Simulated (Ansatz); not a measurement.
Predict the output of the script below (the Ansatz DFT code, driven from Python).

The script reads `alh2io.xyz`:
```text
5

O    -1.10230   -0.46280   -0.85710
Al    0.22580    0.36780    0.04600
I     2.45960   -0.85270    0.26180
H    -1.56360   -0.92790   -0.18530
H     0.03030    1.80190    0.69320
```

Script `alh2io_pa.py`:
```python
import ansatz as az
import numpy as np

system = az.Crystal.molecule_from_extxyz('alh2io.xyz')

calculation = (
    system.calculation()
    .basis(gaussian='def2-SVP')
    .functional('r2scan', dispersion='d3bj')
)
symbols = [site.symbol for site in system.cartesian_sites]
start = np.array([site.position_ang for site in system.cartesian_sites], dtype=float)
rep = calculation.relax(force_tolerance=0.01).run(threads=1).report
end = np.array(rep['positions_ang'])

away = sum((end[0] - end[j]) / np.linalg.norm(end[0] - end[j]) for j in [1, 3]) + np.array([0.15, 0.1, -0.2])
proton = end[0] + 1.0 * away / np.linalg.norm(away)
acid = az.Crystal.molecule()
for symbol, place in zip(symbols, end):
    acid = acid.atom(symbol, place.tolist())
acid = acid.atom('H', proton.tolist())
protonated = (
    acid.calculation()
    .basis(gaussian='def2-SVP')
    .functional('r2scan', dispersion='d3bj')
    .charge(1)
    .relax(force_tolerance=0.01, max_steps=80)
)
after = protonated.run(threads=1).report
xyz = np.array(after['positions_ang'])
reach = np.linalg.norm(xyz[:-1] - xyz[-1], axis=1)
print(f'base {rep["free_energy_ev"]:.5f} eV, protonated {after["free_energy_ev"]:.5f} eV')
print(f'the proton ends {reach.min():.3f} A from {symbols[reach.argmin()]}{reach.argmin()}')
print(f'electronic proton affinity {23.060548 * (rep["free_energy_ev"] - after["free_energy_ev"]):.1f} kcal/mol')
```

Running `python alh2io_pa.py` prints:
```text
DeckWarning: the engine holds no damping parameters fitted to this dispersion correction and functional, so the run takes those fitted to r2scan beside the three-body term, which d3bj leaves out (hamiltonian.dispersion, under Limitations)
base -16778.01224 eV, protonated -16786.42828 eV
the proton ends 0.977 A from O0
electronic proton affinity 194.1 kcal/mol
```
(Warnings from the package without file and line.)

Total energies depend on the basis set; only differences at equal settings carry meaning. The proton is put on one chosen atom, which needn't be the most basic site, so the molecule's proton affinity can be higher; the ends are stationary points, not checked by frequencies, and zero-point and thermal terms count only where printed. def2 sets replace the cores of elements past krypton by effective core potentials. A dispersion term here runs with damping parameters fitted for another variant or functional. It ran for 71 s on 1 thread of Arm Neoverse V2 (shared host), peak memory 0.22 GiB.
